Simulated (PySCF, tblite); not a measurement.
# Si₂₃H₃₆: electronic excitations, NMR shifts, part 1 of 2

Wanted: electronic excitations, NMR shifts for Si₂₃H₃₆.

Computed with tblite 0.8.0 and PySCF 2.14.0 and routines of our own; the level stands in each step. Atoms count from 0.

## 1. The starting structure

59 atoms, charge 0, multiplicity 1; geometry from: force field, distance geometry or constructed start.

## 2. Optimising the geometry with GFN2-xTB

What the job is given:

```
{"job": {"kind": "relax", "xc": "GFN2-xTB", "basis": "xTB"}, "charge": 0, "multiplicity": 1}
Si     1.933600     0.054800    -0.344700
Si    -0.003200     1.172800     0.400000
Si    -1.923500     0.054300    -0.342100
Si    -1.929400    -2.166100     0.400700
Si    -0.001000    -3.285200    -0.339700
Si     1.925400    -2.171000     0.404300
Si    -3.857400    -3.282300    -0.346400
Si    -3.854100    -5.508400     0.408400
Si    -1.926000    -6.626800    -0.343500
Si    -0.002800    -5.511900     0.408500
Si     3.855400     3.396100    -0.345200
Si     1.926200     4.508800     0.406900
Si    -0.003400     3.398000    -0.338100
Si     3.859700     1.169600     0.404200
Si     1.926500     6.743000    -0.342900
Si    -0.001900     7.852100     0.413200
Si    -1.928300     6.739800    -0.342200
Si    -1.929800     4.507400     0.405900
Si     3.856900    -3.282200    -0.340600
Si     1.931500    -6.623800    -0.340400
Si     3.855200    -5.507300     0.408400
Si    -3.858400     3.398800    -0.343300
Si    -3.854100     1.174800     0.413500
H      1.924500     0.052300    -1.784600
H      0.000500     1.172800     1.847800
H     -1.934800     0.055700    -1.780600
H     -1.928000    -2.168200     1.846200
H     -0.000600    -3.283400    -1.781900
H      1.929300    -2.170100     1.844900
H     -3.856400    -3.283600    -1.779700
H     -5.030500    -2.604100     0.132800
H     -3.859400    -5.509800     1.847100
H     -5.035100    -6.190400    -0.072000
H     -1.926600    -6.626000    -1.779400
H     -1.927500    -7.981600     0.130600
H      0.000500    -5.508900     1.844000
H      3.856700     3.397400    -1.787200
H      5.035000     4.079100     0.131300
H      1.929800     4.506900     1.846800
H     -0.004800     3.400700    -1.781900
H      3.857400     1.167900     1.850700
H      5.040000     0.485200    -0.066400
H      1.933600     6.738900    -1.786700
H      3.108000     7.416800     0.132100
H     -0.003700     7.853200     1.849300
H     -0.001900     9.211800    -0.073500
H     -1.926300     6.738000    -1.783700
H     -3.105700     7.419900     0.136200
H     -1.927100     4.511200     1.847100
H      3.859400    -3.283300    -1.781100
H      5.033200    -2.612000     0.137000
H      1.935300    -6.623400    -1.783400
H      1.928300    -7.983800     0.134000
H      3.854100    -5.512700     1.843900
H      5.034800    -6.191400    -0.068600
H     -3.858000     3.400300    -1.782500
H     -5.027500     4.070900     0.132000
H     -3.854800     1.177800     1.846200
H     -5.034000     0.490100    -0.066100
```

On the command line:

```console
$ OMP_NUM_THREADS=2 python large_run.py task.json out
```

The driver reads the jobs from task.json and runs them one after another.

Log:

```text
step      E/eV     max force
  0   -1572.05198    1.407
  1   -1572.56043    0.680
  2   -1572.72302    0.236
  3   -1572.74551    0.200
  4   -1572.80206    0.260
  5   -1572.85217    0.268
  6   -1572.89444    0.255
  7   -1572.91705    0.173
  8   -1572.93500    0.181
  9   -1572.95540    0.253
 10   -1572.97662    0.295
 11   -1572.99199    0.222
 12   -1573.00181    0.166
 13   -1573.00904    0.117
 14   -1573.01503    0.122
 15   -1573.01981    0.089
 16   -1573.02368    0.090
 17   -1573.02707    0.110
 18   -1573.03131    0.130
 19   -1573.03712    0.157
 20   -1573.04365    0.138
 21   -1573.04919    0.102
 22   -1573.05344    0.093
 23   -1573.05718    0.083
 24   -1573.06125    0.096
 25   -1573.06558    0.109
 26   -1573.06919    0.103
 27   -1573.07156    0.074
 28   -1573.07296    0.051
 29   -1573.07377    0.040
 30   -1573.07432    0.039
 31   -1573.07485    0.039
 32   -1573.07549    0.042
 33   -1573.07622    0.046
 34   -1573.07695    0.049
 35   -1573.07768    0.049
 36   -1573.07853    0.054
 37   -1573.07954    0.050
 38   -1573.08047    0.039
 39   -1573.08110    0.036
 40   -1573.08149    0.029
 41   -1573.08184    0.039
 42   -1573.08226    0.041
 43   -1573.08277    0.044
 44   -1573.08337    0.047
 45   -1573.08404    0.041
 46   -1573.08473    0.046
 47   -1573.08534    0.050
 48   -1573.08578    0.039
 49   -1573.08609    0.028
 50   -1573.08635    0.021
 51   -1573.08661    0.025
 52   -1573.08693    0.035
 53   -1573.08730    0.041
 54   -1573.08765    0.034
 55   -1573.08788    0.020
```

Run time: 7.1 s. Hardware: 2 threads of Arm Neoverse V1, shared host; peak memory 0.17 GiB.

Step by step:

| step | energy from step 0 (eV) | largest force (eV/Å) |
| --- | --- | --- |
| 0 | 0.0000 | 1.4066 |
| 1 | -0.5085 | 0.6807 |
| 2 | -0.6710 | 0.2359 |
| 3 | -0.6935 | 0.1993 |
| 4 | -0.7501 | 0.2602 |
| 5 | -0.8002 | 0.2682 |
| 6 | -0.8425 | 0.2542 |
| 7 | -0.8651 | 0.1741 |
| 8 | -0.8830 | 0.1812 |
| 11 | -0.9400 | 0.2224 |
| 15 | -0.9678 | 0.0894 |
| 19 | -0.9851 | 0.1570 |
| 23 | -1.0052 | 0.0834 |
| 27 | -1.0196 | 0.0746 |
| 31 | -1.0229 | 0.0395 |
| 35 | -1.0257 | 0.0493 |
| 39 | -1.0291 | 0.0362 |
| 43 | -1.0308 | 0.0440 |
| 47 | -1.0334 | 0.0506 |
| 51 | -1.0346 | 0.0257 |
| 52 | -1.0349 | 0.0352 |
| 53 | -1.0353 | 0.0412 |
| 54 | -1.0357 | 0.0346 |
| 55 | -1.0359 | 0.0197 |

Distances of close pairs at the start and the end, largest changes first:

| bond | before (Å) | after (Å) | change (Å) |
| --- | --- | --- | --- |
| Si9–H35 | 1.436 | 1.488 | +0.053 |
| Si2–H25 | 1.439 | 1.490 | +0.051 |
| Si0–H23 | 1.440 | 1.490 | +0.050 |
| Si5–H28 | 1.441 | 1.490 | +0.049 |
| Si11–H38 | 1.440 | 1.488 | +0.048 |
| Si17–H48 | 1.441 | 1.488 | +0.047 |
| Si4–H27 | 1.442 | 1.488 | +0.046 |
| Si12–H39 | 1.444 | 1.489 | +0.045 |

The end geometry stands in the next job.

## 3. Electronic excitations: TDDFT PBE/def2-SVP

What the job is given:

```
{"job": {"kind": "uv", "basis": "def2-SVP", "grid": 1, "kgrid": 0, "vcut": null, "nstates": 6, "ntriplets": 2, "tda": false, "delta": ["ip_vertical"], "pop": true, "xc": "PBE"}, "charge": 0, "multiplicity": 1}
Si     1.960092     0.048096    -0.222125
Si     0.000917     1.222867     0.344664
Si    -1.959958     0.048689    -0.221496
Si    -1.961055    -2.239995     0.297667
Si     0.000201    -3.405960    -0.276712
Si     1.962674    -2.240658     0.298049
Si    -3.895246    -3.411287    -0.298077
Si    -3.928892    -5.631280     0.389969
Si    -2.006156    -6.740244    -0.306575
Si     0.000226    -5.698171     0.291931
Si     3.897868     3.446573    -0.314824
Si     1.989730     4.651941     0.288745
Si    -0.000017     3.501767    -0.248603
Si     3.882747     1.228755     0.380133
Si     1.914113     6.911140    -0.308283
Si     0.000250     8.027863     0.398575
Si    -1.913157     6.910939    -0.308098
Si    -1.988254     4.652304     0.289319
Si     3.895257    -3.411380    -0.295695
Si     2.007403    -6.739915    -0.305680
Si     3.929021    -5.630182     0.391668
Si    -3.897508     3.446536    -0.312578
Si    -3.881877     1.228676     0.383223
H      1.935521     0.071159    -1.711308
H      0.000332     1.248356     1.833300
H     -1.936832     0.072176    -1.710751
H     -1.936996    -2.274176     1.786837
H      0.000378    -3.412429    -1.764915
H      1.936052    -2.272975     1.786973
H     -3.981469    -3.377651    -1.770365
H     -5.099044    -2.676907     0.124819
H     -3.974847    -5.659571     1.862441
H     -5.162357    -6.340812     0.010510
H     -2.021467    -6.801917    -1.779882
H     -2.004543    -8.159150     0.084763
H     -0.000229    -5.672115     1.779714
H      3.959411     3.468777    -1.787809
H      5.120366     4.168262     0.080113
H      1.971475     4.648948     1.776598
H      0.000414     3.470030    -1.737528
H      3.960722     1.199863     1.852226
H      5.094489     0.500205    -0.032339
H      1.965820     6.969799    -1.780764
H      3.147220     7.607194     0.094715
H      0.000382     8.060803     1.871383
H      0.000425     9.456544     0.042146
H     -1.964433     6.969521    -1.780413
H     -3.145984     7.607311     0.094540
H     -1.969706     4.650103     1.777144
H      3.983662    -3.377388    -1.767135
H      5.098521    -2.678163     0.127768
H      2.022248    -6.800761    -1.778981
H      2.004067    -8.159268     0.084308
H      3.973531    -5.659959     1.863851
H      5.161684    -6.340982     0.013366
H     -3.960216     3.468479    -1.785769
H     -5.119934     4.168209     0.083299
H     -3.958401     1.200619     1.855409
H     -5.093871     0.499849    -0.027924
```

Level: TDDFT PBE/def2-SVP, vertical, gas phase, core orbitals frozen in the response.

Log:

```text
start: PBE on a coarse grid of 56904 points
cycle   1  E = -6673.4351020291  dE =  5.654e-01  |g| = 3.938e-01  |ddm| = 7.680e+00
cycle   2  E = -6673.4635560264  dE = -2.845e-02  |g| = 2.487e-01  |ddm| = 8.388e-01
cycle   3  E = -6673.4797144181  dE = -1.616e-02  |g| = 1.525e-01  |ddm| = 6.294e-01
cycle   4  E = -6673.4897780551  dE = -1.006e-02  |g| = 3.445e-02  |ddm| = 3.390e-01
cycle   5  E = -6673.4902818751  dE = -5.038e-04  |g| = 9.479e-03  |ddm| = 7.940e-02
final grid: 219609 points
cycle   6  E = -6674.5698338208  dE =  3.749e-05  |g| = 1.739e-02  |ddm| = 8.231e-02
cycle   7  E = -6674.5694151085  dE =  4.187e-04  |g| = 3.515e-02  |ddm| = 9.682e-02
cycle   8  E = -6674.5699556988  dE = -5.406e-04  |g| = 4.242e-03  |ddm| = 6.896e-02
cycle   9  E = -6674.5699640951  dE = -8.396e-06  |g| = 4.945e-04  |ddm| = 8.814e-03
cycle  10  E = -6674.5699668665  dE = -2.771e-06  |g| = 1.636e-04  |ddm| = 1.208e-03
cycle  11  E = -6674.5699687689  dE = -1.902e-06  |g| = 3.870e-05  |ddm| = 3.504e-04
converged SCF energy = -6674.5699687689
Vertical ionisation energy (delta-SCF) = 7.5884 eV   <S^2> = 0.751

Static polarisability (au): isotropic 773.772, principal 416.703 812.639 1091.973

Singlet excitations
state   eV       nm        f      main configurations
  1   3.8942    318.4   0.00028   H->L 0.97
  2   3.9315    315.4   0.02533   H-1->L 0.59, H->L+1 0.38
  3   3.9583    313.2   0.02676   H-1->L+1 0.94
  4   3.9636    312.8   0.08838   H->L+1 0.53, H-1->L 0.39
  5   4.0662    304.9   0.09627   H->L+2 0.84, H-2->L 0.11
  6   4.0911    303.1   0.03414   H-1->L+2 0.95

Triplet excitations (Tamm-Dancoff, eV): 3.7333 3.7410
```

Run time: 78 s. Hardware: 2 threads of Arm Neoverse V1, shared host; peak memory 1.5 GiB.

Frontier orbitals and where they lie:

| orbital | eV | atoms |
| --- | --- | --- |
| HOMO−4 | -6.85 | Si4 14 %, Si9 12 %, Si1 7 % |
| HOMO−3 | -6.81 | Si8 9 %, Si19 9 %, Si7 8 % |
| HOMO−2 | -6.55 | Si11 9 %, Si17 9 %, Si12 8 % |
| HOMO−1 | -6.31 | Si1 10 %, Si0 9 %, Si2 9 % |
| HOMO | -6.27 | Si12 9 %, Si1 8 %, Si5 7 % |
| LUMO | -2.44 | Si0 11 %, Si5 10 %, Si2 8 % |
| LUMO+1 | -2.42 | Si1 15 %, Si12 15 %, Si2 8 % |
| LUMO+2 | -2.28 | Si4 16 %, Si9 13 %, Si3 8 % |
| LUMO+3 | -1.96 | Si15 12 %, Si17 10 %, Si11 10 % |

With each of the 6 states as a Gaussian band of 0.4 eV half-width at 1/e, the curve within the window shown has maxima at 309 nm (ε 11,000) L/(mol cm). Beyond the last state computed it falls off for lack of states. The curve at chosen wavelengths:

```json
{"nm": "282", "ε (L/mol/cm)": "4557"}
{"nm": "286", "ε (L/mol/cm)": "5883"}
{"nm": "290", "ε (L/mol/cm)": "7222"}
{"nm": "293", "ε (L/mol/cm)": "8169"}
{"nm": "297", "ε (L/mol/cm)": "9267"}
{"nm": "301", "ε (L/mol/cm)": "10097"}
{"nm": "305", "ε (L/mol/cm)": "10596"}
{"nm": "308", "ε (L/mol/cm)": "10738"}
{"nm": "312", "ε (L/mol/cm)": "10624"}
{"nm": "316", "ε (L/mol/cm)": "10198"}
{"nm": "320", "ε (L/mol/cm)": "9519"}
{"nm": "323", "ε (L/mol/cm)": "8887"}
{"nm": "327", "ε (L/mol/cm)": "7938"}
{"nm": "331", "ε (L/mol/cm)": "6931"}
{"nm": "335", "ε (L/mol/cm)": "5928"}
{"nm": "338", "ε (L/mol/cm)": "5204"}
{"nm": "342", "ε (L/mol/cm)": "4306"}
{"nm": "346", "ε (L/mol/cm)": "3504"}
{"nm": "350", "ε (L/mol/cm)": "2807"}
{"nm": "353", "ε (L/mol/cm)": "2354"}
{"nm": "357", "ε (L/mol/cm)": "1840"}
{"nm": "361", "ε (L/mol/cm)": "1421"}
{"nm": "365", "ε (L/mol/cm)": "1084"}
{"nm": "368", "ε (L/mol/cm)": "879"}
{"nm": "372", "ε (L/mol/cm)": "659"}
{"nm": "376", "ε (L/mol/cm)": "489"}
```

Leading natural transition orbitals of singlet state 5: the hole lies on Si1, Si12 about 9 % each; 4 Si atoms about 6 % each; the particle on Si4, Si9 about 11 % each; Si2, Si3, Si5 about 6 % each.

Leading natural transition orbitals of singlet state 1: the hole lies on 5 Si atoms about 7 % each; Si0, Si2, Si4 about 6 % each; the particle on 5 Si atoms about 8 % each.

Ground-state properties from the same run:

| property | computed |
| --- | --- |
| dipole moment (D) | 0.21 |
| polarisability (Å³) | 114.66 |
| HOMO–LUMO gap (eV) | 3.83 |
| −ε(HOMO) (eV) | 6.27 |

Orbitals, density, ELF and potential are computed afterwards from the orbital file.

Frontier orbitals at PBE/def2-SVP, with the share of their density that lies nearest to each atom:

| orbital | energy (eV) | lies on |
| --- | --- | --- |
| HOMO | -6.27 | 4 Si atoms about 7 % each; 4 Si atoms about 6 % each |
| LUMO | -2.44 | Si0, Si1, Si5 about 8 % each; Si2, Si3 about 7 % each |

ELF in a plane through or near 25 of the atoms.

Ten even steps from '0' (0.00) to '9' (1.00):
```
0000000000000000000000000000
0000000000000000000000000000
0000000079103910980089200000
0000000099518981993299700000
0000270056181820833628100000
0000996031393310532426100000
0000996659647956795496695000
0000224932204317641157799000
0023583749527647494395695000
0099125041292521622537100000
0099125041292521622537100000
0023583749527647494395695000
0000224932204317641157799000
0000996659647956695495695000
0000996031393310532426100000
0000270056181820833628100000
0000000099518981993299700000
0000000079103910980089200000
0000000000000000000000000000
0000000000000000000000000000
```
The map spans 24.1 Å across and 15.5 Å up, centred on the molecule. Atoms in the plane (x, y in Å): Si0 (0.0, -2.0), Si2 (0.0, 2.0), Si4 (3.4, 0.0), Si6 (3.4, 3.9), Si8 (6.7, 2.0), Si10 (-3.4, -3.9), Si12 (-3.5, 0.0), Si14 (-6.9, -1.9), Si16 (-6.9, 1.9), Si18 (3.4, -3.9), Si19 (6.7, -2.0), Si21 (-3.4, 3.9), H30 (2.7, 5.1), H32 (6.3, 5.2), H34 (8.2, 2.0), H37 (-4.2, -5.1), H41 (-0.5, -5.1), H43 (-7.6, -3.1), H45 (-9.5, 0.0), H47 (-7.6, 3.1), H50 (2.7, -5.1), H52 (8.2, -2.0), H54 (6.3, -5.2), H56 (-4.2, 5.1), H58 (-0.5, 5.1).

On the surface of density 0.002 e/bohr³ the electrostatic potential runs, from the 1st to the 99th percentile, from -0.02 to 0.81 V.

(Continued in part 2 of 2.)
